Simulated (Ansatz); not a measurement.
# Si2F: the cost of one run

Program: Ansatz 0.2.0. Level of theory: DFT PBE, scalar-relativistic, plane waves, PAW. These are calculated values, not measurements.

## 1. The structure to begin with

Symmetry: R-3m, No. 166, trigonal system. The conventional cell has a = 2.917 Å, b = 2.917 Å, c = 13.998 Å, α = 90.00°, β = 90.00°, γ = 120.00°. Around Si (site symmetry 3m) lie 3 F at 2.07 Å. Around F (site symmetry -3m) lie 6 Si at 2.07 Å.

As a file:

```xyz
3
Lattice="1.4584 0.8420 4.6660 -1.4584 0.8420 4.6660 0.0000 -1.6840 4.6660" Properties=species:S:1:pos:R:3 pbc="T T T"
Si    0.0000    0.0000   10.5334
Si    0.0000    0.0000    3.4645
F     0.0000    0.0000    0.0000
```

Recipe of the guess: close-packed metal layers stacked AB|C, with sites between them filled layer by layer (R-3m, No. 166). Its size is a rough estimate.

## 2. Probe: one point on a coarse mesh

input.yaml reads:

```yaml
crystal:
  lattice:
    - [1.45841881, 0.84201849, 4.66598058]
    - [-1.45841881, 0.84201849, 4.66598058]
    - [0.0, -1.68403698, 4.66598058]
  atoms:
    - { symbol: Si, position: [0.75249627, 0.75249627, 0.75249627] }
    - { symbol: Si, position: [0.24750373, 0.24750373, 0.24750373] }
    - { symbol: F, position: [0.0, 0.0, 0.0] }
basis:
  ecutwfc: 420
kpoints:
  mp_grid: { grid: [9, 9, 9] }
hamiltonian:
  xc: pbe
scf:
  occupations: { method: gaussian, width: 0.1 }
  lower_state_search: "off"
output:
  forces: true
  stress: true
  eigenvalues: true
```

Run with:

```bash
> ansatz run input.yaml --threads 1 --pin off --max-ram 2048MiB --backend cpu --events-out ev --progress --plain --runs-dir out
```

**Question.** How long does this run take on 1 thread of Arm Neoverse V1, shared host, and how much memory does it need?

About 3.2 s, with a peak of 0.3 GiB.
